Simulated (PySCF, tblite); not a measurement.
**C3H6N2OSi: geometry, infrared bands and NMR shifts**

What infrared bands and NMR shifts should C3H6N2OSi (`N#C/C(CO)=N/[SiH3]`) show?

The runs use tblite 0.8.0 and PySCF 2.14.0, with density-fitted response routines of our own; the level of theory stands in each step. All values are computed, except where a source is named. Atoms are numbered from 0 throughout.

## (1) Starting geometry

13 atoms, charge 0, multiplicity 1; geometry from: force field or distance geometry start.

Bonds of the start (Å): N0–C1 1.14, C1–C2 1.47, C2–C3 1.51, C3–O4 1.43, C2–N5 1.29, N5–Si6 1.73, C3–H7 1.10, C3–H8 1.09, O4–H9 0.98, Si6–H10 1.48, Si6–H11 1.48, Si6–H12 1.49.

## (2) Geometry optimisation with GFN2-xTB

What the job is given:

```
{"job": {"kind": "relax", "xc": "GFN2-xTB", "basis": "xTB"}, "charge": 0, "multiplicity": 1}
N     -2.377200     1.936300    -1.607000
C     -1.545200     1.361100    -1.070900
C     -0.493300     0.565000    -0.420900
C     -0.284100    -0.820500    -0.992600
O     -0.367100    -1.860300    -0.008000
N      0.079900     1.211200     0.531200
Si     1.380000     0.494400     1.426900
H      0.717600    -0.861300    -1.435600
H     -1.006200    -1.046200    -1.772400
H     -1.286900    -1.898700     0.316000
H      2.294500    -0.154600     0.461300
H      2.088900     1.558200     2.164600
H      0.794500    -0.484100     2.389700
```

Started as:

```sh
> OMP_NUM_THREADS=1 python probes_run.py task.json out
```

This one command runs all jobs of the session in turn.

**Question.** This job is followed by: GFN2-xTB harmonic vibrations, gas phase; GIAO PBE0/pcSseg-1 NMR shielding, non-relativistic, gas phase. Predict these results of the whole session: strongest single infrared mode (GFN2-xTB); zero-point energy (GFN2-xTB); ¹³C shifts against TMS (PBE0/pcSseg-1); ¹H shifts against TMS (PBE0/pcSseg-1, means over atoms taken as alike); ¹⁵N shifts against NH3 (PBE0/pcSseg-1); ¹⁷O shifts against H2O (PBE0/pcSseg-1); ²⁹Si shifts against TMS (PBE0/pcSseg-1); surface potential, 1st and 99th percentile.

**Answer**, as computed:

```
                                                              quantity                   value
                             strongest single infrared mode (GFN2-xTB)   2274 cm⁻¹, 371 km/mol
                                          zero-point energy (GFN2-xTB)           52.6 kcal/mol
                                ¹³C shifts against TMS (PBE0/pcSseg-1)  161.1, 118.5, 75.7 ppm
¹H shifts against TMS (PBE0/pcSseg-1, means over atoms taken as alike)    5.38, 4.66, 0.61 ppm
                                ¹⁵N shifts against NH3 (PBE0/pcSseg-1)        419.8, 310.4 ppm
                                ¹⁷O shifts against H2O (PBE0/pcSseg-1)                31.8 ppm
                               ²⁹Si shifts against TMS (PBE0/pcSseg-1)               -61.9 ppm
                                 surface potential, 1st and 99th percentile      -1.50 V and 2.62 V
```

The optimisation took 85 steps and gained 0.338 eV; among the close pairs (by a distance rule), C1–C2 changed most, from 1.471 to 1.431 Å. No mode is imaginary among the 33: a minimum at this level. The strongest single mode, at 2274 cm⁻¹, moves mainly H11. Unscaled tight-binding wavenumbers are off by several per cent, some by more. Its intensities can rank the bands wrongly. At PBE0/pcSseg-1: The widest tensor belongs to N5: span 920 ppm, with a paramagnetic part of -480 ppm. At PBE0/pcSseg-1, counted by nearest atom on the grid, the HOMO lies on N5 56 %; H10 9 %, the LUMO on N5 30 %; C2 28 %.
